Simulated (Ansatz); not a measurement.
# Pt: the cost of one run

Computed with Ansatz 0.2.0 (DFT PBEsol, scalar-relativistic, plane waves, PAW, unless a step's input says otherwise).

**1. The structure to begin with**

It takes space group P6_3/mmc (No. 194, hexagonal). The conventional cell has a = 3.069 Å, b = 3.069 Å, c = 8.359 Å, α = 90.00°, β = 90.00°, γ = 120.00°. Around Pt (site symmetry -6m2) lie 3 Pt at 1.77 Å.

Coordinates:

```
Pt
1.0
     3.06915    0.00000    0.00000
    -1.53458    2.65796    0.00000
     0.00000    0.00000    8.35908
Pt
4
Cartesian
  0.0000 0.0000 2.0898
  0.0000 0.0000 6.2693
  0.0000 1.7720 6.2693
  1.5346 0.8860 2.0898
```

(A quick probe on a coarse mesh, which set the mesh and smearing, is not shown.)

**3. A loose first relaxation**

Contents of input.yaml:

```yaml
crystal:
  lattice:
    - [3.0691535342, 0.0, 0.0]
    - [-1.5345767671, 2.6579649287, 0.0]
    - [0.0, 0.0, 8.3590766987]
  atoms:
    - { symbol: Pt, position: [0.0, 0.0, 0.25] }
    - { symbol: Pt, position: [0.0, 0.0, 0.75] }
    - { symbol: Pt, position: [0.3333333333, 0.6666666667, 0.75] }
    - { symbol: Pt, position: [0.6666666667, 0.3333333333, 0.25] }
basis:
  ecutwfc: 420
kpoints:
  mp_grid: { grid: [6, 6, 2] }
hamiltonian:
  xc: pbesol
scf:
  occupations: { method: gaussian, width: 0.1 }
  lower_state_search: "off"
output:
  forces: true
  stress: true
  eigenvalues: true
relax:
  adjacent_minimum: "off"
  f_tol: 0.04
  max_steps: 70
  cell: { stress_tol: 0.4 }
```

**Question.** How long does this run take on 1 thread of an Arm CPU, shared host, and how much memory does it need?

About 52 s, with a peak of 0.34 GiB.
